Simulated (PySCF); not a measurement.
# C5H6FNO2: the cost of one run

Computed with PySCF 2.14.0 and routines of our own; the level stands in each step. Atoms count from 0.

## (1) The starting structure

15 atoms, charge 0, multiplicity 1; geometry from: GFN2-xTB.

## (2) Magnetic properties: GIAO BHandHLYP/pcSseg-1

The job: settings as JSON, then the geometry in Å.

```
{"job": {"kind": "mag", "xc": "BHandHLYP", "basis": "pcSseg-1", "isotopologues": 0}, "charge": 0, "multiplicity": 1}
N     -3.655223     0.574288     1.047309
C     -2.534152     0.475964     0.855957
C     -1.113571     0.342801     0.595076
F     -0.599905     1.572862     0.217768
C     -0.864229    -0.680019    -0.532939
O      0.417499    -1.241753    -0.529502
C      1.477218    -0.347738    -0.781954
C      2.043593     0.324294     0.449689
O      1.690684     0.134047     1.575941
H     -0.586469     0.046641     1.513405
H     -1.072522    -0.179348    -1.491663
H     -1.549005    -1.522901    -0.410882
H      2.285881    -0.942771    -1.223580
H      1.190810     0.427165    -1.508249
H      2.864976     1.024458     0.201710
```

With the program's defaults for keys left out, this is: GIAO BHandHLYP/pcSseg-1 magnetisability, rotational g tensor and spin-rotation constants, non-relativistic, gas phase.

Run with:

```
$ OMP_NUM_THREADS=1 python excited_run.py task.json out
```

The driver reads the jobs from task.json and runs them one after another.

Q: Estimate the wall time and peak memory of this first job on 1 thread of Arm Neoverse V2, shared host.

About 29 s, with a peak of 0.88 GiB.
